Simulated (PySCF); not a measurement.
# C5H4NOPS: magnetic properties

Computed with PySCF 2.14.0 and routines of our own; the level stands in each step. Atoms count from 0.

## (1) The starting structure

13 atoms, charge 0, multiplicity 1; geometry from: GFN2-xTB.

## (2) Magnetic properties: GIAO BHandHLYP/pcSseg-1

What the job is given:

```
{"job": {"kind": "mag", "xc": "BHandHLYP", "basis": "pcSseg-1", "isotopologues": 0}, "charge": 0, "multiplicity": 1}
C      2.726905     0.071863     0.014053
O      1.766980    -0.920861     0.287507
C      0.492863    -0.576050     0.036981
P     -0.066574     0.936054    -0.574774
C     -1.765121     0.381510    -0.531675
C     -2.801600     1.236780    -0.945781
N     -3.633468     1.949307    -1.285824
C     -2.012881    -0.882489    -0.089161
S     -0.663881    -1.824066     0.387815
H      3.692680    -0.356510     0.272527
H      2.707446     0.348655    -1.045709
H      2.539412     0.968663     0.614618
H     -2.987151    -1.332372    -0.019553
```

With the program's defaults for keys left out, this is: GIAO BHandHLYP/pcSseg-1 magnetisability, rotational g tensor and spin-rotation constants, non-relativistic, gas phase.

Started as:

```
$ OMP_NUM_THREADS=1 python excited_run.py task.json out
```

The driver reads the jobs from task.json and runs them one after another.

Q: Estimate the wall time and peak memory of this first job on 1 thread of Arm Neoverse N1, shared host.

About 61 s, with a peak of 0.84 GiB.
